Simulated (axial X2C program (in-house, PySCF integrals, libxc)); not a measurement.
# Linear GeOH⁺ at several levels

How do method and spin–orbit coupling move the bonds and stretches of GeOH⁺, held linear?

Computed with an in-house X2C program for linear molecules on PySCF integrals. Level: all-electron X2C, two-component (2c) or spin-free, Ge dyall-v3z, O dyall-av3z, H dyall-v3z.

All values are calculated.

1 further run of the same task is left out (set aside as unsound or not needed).

### Step 1. Input

Contents of task.json:

```json
{"zs": [32, 8, 1], "q": 1, "bas": ["dyall-v3z", "dyall-av3z", "dyall-v3z"], "r0": [1.84, 0.96], "symm": 0, "scan": ["PBE0", "HF", "B3LYP"], "levels": ["PBE0", "HF", "B3LYP"], "nst": 2}
```

Keys: zs atomic numbers; q charge; bas basis sets; r0 starting distance in Å; symm equal bonds; scan levels of the two-bond scan (MP2 follows by itself at each HF point); levels methods; nst determinants followed.

Run with:

```sh
> python solin.py task.json out
```

Masses Ge 73.921, O 15.995, H 1.008 u.

### Step 2. Scan at PBE0, 2c

State: Ω = 0 (all partner blocks equally filled). Energies above the lowest point, from the job's result record:

```tsv
r(Ge–O) (Å)	r(O–H) (Å)	E (meV)
1.6224	0.9409	48.57
1.6224	0.9650	34.23
1.6224	0.9891	49.40
1.6640	0.9409	14.30
1.6640	0.9650	0.00
1.6640	0.9891	15.25
1.6640	1.0132	55.44
1.7056	0.9409	50.02
1.7056	0.9650	35.72
1.7056	0.9891	50.99
1.7472	0.9650	127.05
1.7472	1.0132	182.55
```

A quadratic surface with cubic terms in each bond gives the minimum at 1.662 and 0.964 Å, force constants 6.53, 8.2 and coupling 0.00 mdyn/Å.

### Step 3. Scan at HF, 2c

State: Ω = 0 (all partner blocks equally filled). Energies above the lowest point, from the job's result record:

```tsv
r(Ge–O) (Å)	r(O–H) (Å)	E (meV)
1.6224	0.9409	0.00
1.6224	0.9650	10.72
1.6224	0.9891	51.15
1.6640	0.9409	0.02
1.6640	0.9650	10.81
1.6640	0.9891	51.33
1.6640	1.0132	116.96
1.7056	0.9409	71.66
1.7056	0.9650	82.49
1.7056	0.9891	123.08
1.7472	0.9650	210.97
1.7472	1.0132	317.38
```

A quadratic surface with cubic terms in each bond gives the minimum at 1.643 and 0.945 Å, force constants 7.32, 9.26 and coupling 0.01 mdyn/Å.

### Step 4. Scan at B3LYP, 2c

State: Ω = 0 (all partner blocks equally filled). Energies above the lowest point, from the job's result record:

```tsv
r(Ge–O) (Å)	r(O–H) (Å)	E (meV)
1.6224	0.9409	71.36
1.6224	0.9650	53.54
1.6224	0.9891	64.99
1.6640	0.9409	17.78
1.6640	0.9650	0.00
1.6640	0.9891	11.52
1.6640	1.0132	47.79
1.7056	0.9409	34.76
1.7056	0.9650	16.97
1.7056	0.9891	28.51
1.7472	0.9650	90.10
1.7472	1.0132	137.91
```

A quadratic surface with cubic terms in each bond gives the minimum at 1.674 and 0.967 Å, force constants 6.22, 7.98 and coupling 0.00 mdyn/Å.

### Step 5. Comparison

| level | r(Ge–O) (Å) | r(O–H) (Å) | lower stretch (cm⁻¹) | upper stretch (cm⁻¹) |
| --- | --- | --- | --- | --- |
| PBE0, 2c | 1.662 | 0.964 | 894.4 | 3836.9 |
| HF, 2c | 1.643 | 0.945 | 947.0 | 4078.1 |
| B3LYP, 2c | 1.674 | 0.967 | 872.7 | 3784.4 |
| MP2, 2c | 1.661 | 0.967 | 899.0 | 3797.3 |
| PBE0, spin-free | 1.662 | 0.964 | 894.5 | 3836.5 |
| HF, spin-free | 1.642 | 0.945 | 947.1 | 4077.9 |
| B3LYP, spin-free | 1.673 | 0.967 | 872.8 | 3783.9 |
| MP2, spin-free | 1.661 | 0.967 | 899.0 | 3796.8 |

Scans not shown above were run alike.

What this shows: Over the levels the Ge–O bond spans 1.642 to 1.674 Å and the O–H bond 0.945 to 0.967 Å. At PBE0 spin–orbit coupling leaves both bonds unchanged to 0.001 Å. Each state is one determinant, the lowest of a limited PBE0 search; the stretches come from a fit to few points and are good to some per cent at best. MP2 freezes inner shells (threshold -2 hartree). The molecule was held linear; bending was not examined, so a bent shape may lie lower.
